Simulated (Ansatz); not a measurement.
Runs of Ansatz 0.2.0 on Mo2S4I. The cell holds a slab with vacuum, 14 atoms: a = 6.326 Å, b = 6.326 Å, c = 23.767 Å, α = 90.00°, β = 90.00°, γ = 120.00°. 

```tsv
level	gap on the mesh (eV)	largest force (eV/Å)	work function (eV)
PBE+D4	1.39	0.02	5.26
PBE+D3(BJ)-ATM	(a)	0.02	5.26
PBE+D3(BJ)	1.39	0.02	5.26
PBE	1.50	0.02	5.17
```

Alike in all rows: task relaxation of the atoms; potentials or basis Ansatz PAW; no spin polarisation; cell atoms relaxed from: I2 (upright) over a hollow site of the (0 0 1) slab of MoS2, cut from the database cell, not relaxed; k mesh 5 × 5 × 1; cutoff (eV) 420; smearing fermi-dirac 0.05 eV.

Estimate the missing entries.

(a) 1.40.

Caveats: odd divisions of the mesh miss points on the zone boundary, where band edges often lie, so the gap on the mesh can be too wide; spin-orbit coupling is left out, which moves the levels of the heavy elements.

A k mesh can miss the band edges, and the runs leave out spin-orbit coupling on I, Mo.
